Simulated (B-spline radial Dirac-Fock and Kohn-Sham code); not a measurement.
# Ir⁵⁴⁺: core levels and X-ray properties

Wanted for iridium as Ir⁵⁴⁺: its X-ray form factor and Compton profile and the binding energy of each subshell.

The numbers are computed with B-spline radial Dirac-Fock and Kohn-Sham code (version 2): a free atom or ion on a radial basis; each step names its model.

### Step 1. The atom as given

The Ir⁵⁴⁺ ion, configuration [Ar] 3d5.

```
nuclear charge     : 77
electrons          : 23
mass number        : 193
nuclear rms radius : 5.4032 fm
```

Outer shells as boxes (Hund's rule, for the drawing alone; heavy ions are jj-coupled, and the calculation averages over the configuration):

```
[Ar] core
3d [↑ ][↑ ][↑ ][↑ ][↑ ]
```

### Step 2. Scattering by the electron cloud

Model: Dirac-Fock average of configuration, finite nucleus; form factor of the spherical density, Waller-Hartree incoherent function, impulse-approximation Compton profiles.

Settings, as recorded:

```ini
task = scatter
Z = 77
charge = 54
configuration = 1s2 2s2 2p6 3s2 3p6 3d5
mass_number = 193
rms_radius = 5.4032  # fm
s = [0.0, 0.03, 0.04, 0.05, 0.07, 0.08, 0.1, 0.13, 0.16, 0.2, 0.25, 0.31, 0.39, 0.49, 0.61, 0.77, 0.96, 1.2, 1.5, 1.88, 2.34, 2.93, 3.66]  # 1/A
pz = [0, 0.1, 0.2, 0.3, 0.4, 0.5, 0.6, 0.8, 1.0, 1.2, 1.4, 1.6, 1.8, 2.0, 2.5, 3.0, 4.0, 5.0, 7.0, 10.0, 15.0, 20.0, 30.0, 40.0, 60.0, 100.0]  # a.u.
photon_energy = [1000, 2000, 5000, 10000, 17479.3, 20000, 30000, 50000]  # eV
```

The program writes no log. Results of the run, from its result record (rounded, main fields):

```text
{
  "status": "converged",
  "form_factor [e]": [23.0, 22.997, 22.994, 22.991, 22.982, 22.977, 22.963, 22.938, 22.906, 22.854, 22.773, 22.652, 22.452, 22.143, 21.692, 20.966, 19.949, 18.489, 16.517, 14.021, 11.328, 8.716, 6.7388],
  "incoherent": [1.6446e-11, 0.003061, 0.0054412, 0.0085007, 0.016655, 0.021749, 0.033964, 0.057339, 0.086741, 0.13524, 0.21059, 0.32216, 0.50562, 0.78774, 1.1973, 1.8478, 2.7428, 3.9978, 5.6447, 7.6731, 9.8503, 12.098, 14.165],
  "compton_total [1/a.u.]": [0.73778, 0.73774, 0.73763, 0.73744, 0.73718, 0.73684, 0.73643, 0.73538, 0.73403, 0.73239, 0.73044, 0.7282, 0.72566, 0.72282, 0.71445, 0.70426, 0.67868, 0.64674, 0.56843, 0.43812, 0.26519, 0.16697, 0.075511, 0.037601, 0.012373, 0.0025584],
  "shells": ["1s1/2", "2s1/2", "2p1/2", "2p3/2", "3s1/2", "3p1/2", "3p3/2", "3d3/2", "3d5/2"],
  "occupation": [2.0, 2.0, 2.0, 4.0, 2.0, 2.0, 4.0, 2.0, 3.0],
  "mean_momentum [a.u.]": [81.87, 29.461, 38.669, 33.847, 15.739, 18.65, 17.282, 20.642, 20.16],
  "r2 [bohr^2]": 0.49737,
  "r_inverse [1/bohr]": 451.5,
  "r1 [bohr]": 2.8237,
  "coherent [b]": [351.55, 350.46, 342.99, 318.41, 264.81, 245.4, 176.41, 96.93],
  "incoherent_cross_section [b]": [0.0073152, 0.029042, 0.17606, 0.65278, 1.6964, 2.0826, 3.5388, 5.5622],
  "radial_jk": {
    "3d": {"j0": [1.0, 0.9998, 0.99964, 0.99944, 0.99891, 0.99858, 0.99778, 0.99624, 0.99431, 0.99113, 0.98618, 0.97883, 0.96669, 0.94794, 0.92048, 0.87632, 0.81446, 0.72558, 0.60538, 0.45308, 0.28904, 0.13221, 0.022435], "j2": [0.0, 8.0169e-05, 0.00014251, 0.00022263, 0.0004362, 0.00056959, 0.00088947, 0.0015015, 0.0022714, 0.0035408, 0.0055127, 0.0084309, 0.013225, 0.020586, 0.031242, 0.048073, 0.070969, 0.10232, 0.14132, 0.1835, 0.2156, 0.22267, 0.19196], "j4": [0.0, 2.5682e-09, 8.1159e-09, 1.9812e-08, 7.608e-08, 1.2976e-07, 3.1662e-07, 9.0333e-07, 2.07e-06, 5.0426e-06, 1.2268e-05, 2.8856e-05, 7.1667e-05, 0.0001762, 0.00041475, 0.0010183, 0.0023416, 0.0052925, 0.01148, 0.023609, 0.04352, 0.071938, 0.10002], "r2": 0.03022, "r4": 0.0015325, "r6": 0.00011733}
  }
}
```

Form factor and incoherent function, every second point:

```
s (1/Å)  f (e)  f / N      S(s)
      0  23.00  1.000         0
 0.0400  22.99  1.000  0.005441
 0.0700  22.98  0.999   0.01666
  0.100  22.96  0.998   0.03396
  0.160  22.91  0.996   0.08674
  0.250  22.77  0.990    0.2106
  0.390  22.45  0.976    0.5056
  0.610  21.69  0.943     1.197
  0.960  19.95  0.867     2.743
   1.50  16.52  0.718     5.645
   2.34  11.33  0.493     9.850
   3.66  6.739  0.293     14.17
```

### Step 3. Binding energies

Model: Dirac-Fock average of configuration, Delta-SCF, finite nucleus, first-order Breit with its frequency dependence, self-energy and vacuum polarisation.

Recorded inputs:

```ini
task = binding
```

The program writes no log. Results of the run, from its result record (rounded, main fields):

```text
{
  "status": "converged",
  "shells": ["K", "L1", "L2", "L3", "M1", "M2", "M3", "M4,5"],
  "total_energy_parts [Ha]": [-15193.2279, 19.9501529, -2.00371576, -0.399066843, 16.2355157, -3.06230258],
  "koopmans [eV]": [80137.6, 16974.4, 16400.8, 14752.6, 6311.38, 6067.92, 5664.03, 5275.1],
  "dirac_coulomb [eV]": [80093.5, 16960.9, 16383.9, 14738.2, 6309.47, 6065.56, 5662.11, 5272.4],
  "gaunt [eV]": [-289.233, -33.0436, -54.8499, -37.17, -7.55087, -12.498, -8.48705, -4.74708],
  "retardation [eV]": [21.6841, 2.73756, 5.54233, 5.59042, 0.762527, 1.43141, 1.45388, 0.799081],
  "breit_frequency [eV]": [5.00859, -0.379612, -0.09074, 2.19905, -0.110019, -0.130382, 0.515361, -0.00645693],
  "self_energy [eV]": [-171.783, -25.6069, -0.590544, -2.1076, -6.51924, -0.364565, -0.66282, 0.204799],
  "vacuum_polarisation [eV]": [34.0558, 4.76988, 0.265051, -0.153753, 1.1797, 0.0807393, -0.0388725, -0.042669],
  "binding [eV]": [79693.3, 16909.4, 16334.1, 14706.6, 6297.23, 6054.08, 5654.89, 5268.61],
  "mean_radius [bohr]": [0.0174365, 0.0725037, 0.0598645, 0.0679766, 0.181701, 0.171566, 0.1845, 0.16313]
}
```

total_energy_parts: Dirac-Coulomb, Gaunt, retardation, frequency dependence, self-energy, vacuum polarisation. 

Each level as Koopmans' value plus corrections (eV):

```
level       -ε  relaxation    Breit      QED  binding
   1s  80137.6      -44.10  -262.54  -137.73  79693.3
   2s  16974.4      -13.47   -30.69   -20.84  16909.4
2p1/2  16400.8      -16.92   -49.40    -0.33  16334.1
2p3/2  14752.6      -14.38   -29.38    -2.26  14706.6
   3s   6311.4       -1.91    -6.90    -5.34   6297.2
3p1/2   6067.9       -2.36   -11.20    -0.28   6054.1
3p3/2   5664.0       -1.92    -6.52    -0.70   5654.9
   3d   5275.1       -2.69    -3.95     0.16   5268.6
```

Line energies follow by subtraction:

```
       line  energy (eV)
 Kβ1 (K-M3)      74038.4
 Kβ3 (K-M2)      73639.2
 Kα1 (K-L3)      64986.7
 Kα2 (K-L2)      63359.1
Lβ3 (L1-M3)      11254.5
Lβ4 (L1-M2)      10855.3
 Lη (L2-M1)      10036.9
 Lℓ (L3-M1)       8409.3
```

### Step 4. Results

| quantity | value |
| --- | --- |
| rms radius of the electron cloud | 0.147 bohr |
| form factor halves at | 2.3 1/Å |
| Compton profile at zero | 0.7378 1/a.u. |
| deepest level listed, K (1s) | 79693.3 eV |
| least bound, M4,5 (3d) | 5268.6 eV |
| Kα1 | 64986.7 eV |
| ionisation energy, NIST (theoretical) | 5229.00 eV |

In words: The form factor starts at the 23 electrons and halves by s = 2.3 1/Å. The K (1s) level lies 44.1 eV under Koopmans' value by relaxation alone; Breit gives -262.54 and QED -137.73 eV. NIST's ionisation energy differs by -39.61 eV from the least binding energy; the calculation averages open shells over their j components and terms. The Hartree-Fock and Dirac-Fock values hold no electron correlation.
